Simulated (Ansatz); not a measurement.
Task: a rigid scan of one bond angle of BCl2HTe, SMILES ClB(Cl)[TeH], with Ansatz's Python interface. Give the script and its output. Level of theory (for the species named): PBE0, def2-SVP basis, multiplicity 1.

```csv
atom,x (Å),y (Å),z (Å)
Cl,0.4381,-0.3626,2.1220
B,0.2220,-0.5160,0.2843
Cl,1.5144,-1.3675,-0.6862
Te,-1.4519,0.3464,-0.7679
H,-0.6727,1.8261,-0.9936
```

`bend_bcl2hte.py`:
```python
from dataclasses import dataclass

import ansatz as az
from ase import Atoms


@dataclass
class Settings:
    basis_set: str = "def2-SVP"
    functional: str = "PBE0"
    force_tol: float = 0.02


settings = Settings()

atoms = Atoms(["Cl", "B", "Cl", "Te", "H"], positions=[
    (0.4381, -0.3626, 2.122),
    (0.222, -0.516, 0.2843),
    (1.5144, -1.3675, -0.6862),
    (-1.4519, 0.3464, -0.7679),
    (-0.6727, 1.8261, -0.9936),
])

first = (
    az.Crystal.molecule_from_ase(atoms).calculation()
    .basis(gaussian=settings.basis_set)
    .functional(settings.functional)
    .relax(force_tolerance=settings.force_tol, max_steps=80)
)
atoms.positions = first.run(threads=1).report["positions_ang"]

rows = []
for angle in [90, 100, 110, 120, 135, 150, 165, 179]:
    bent = atoms.copy()
    bent.set_angle(1, 3, 4, angle, indices=[4])
    job = (
        az.Crystal.molecule_from_ase(bent).calculation()
        .basis(gaussian=settings.basis_set)
        .functional(settings.functional)
    )
    rows.append((angle, job.run(threads=1).report["free_energy_ev"]))
floor = min(e for _, e in rows)
for angle, e in rows:
    print(f"angle B1-Te3-H4 = {angle:3d} deg   {1000 * (e - floor):9.1f} meV")
```

```console
$ python bend_bcl2hte.py
angle B1-Te3-H4 =  90 deg         0.0 meV
angle B1-Te3-H4 = 100 deg        14.0 meV
angle B1-Te3-H4 = 110 deg       144.8 meV
angle B1-Te3-H4 = 120 deg       382.3 meV
angle B1-Te3-H4 = 135 deg       913.2 meV
angle B1-Te3-H4 = 150 deg      1601.1 meV
angle B1-Te3-H4 = 165 deg      2315.4 meV
angle B1-Te3-H4 = 179 deg      2708.9 meV
```

The scan is rigid, and the energies are electronic, in a modest basis. The zero is the lowest point of the grid, which needn't be the minimum. def2 sets replace the cores of elements past krypton by effective core potentials. Wall time of the script: 59 s on 1 thread of AMD EPYC 7R43 64-Core Processor (Zen 3) (shared host), peak memory 0.26 GiB.
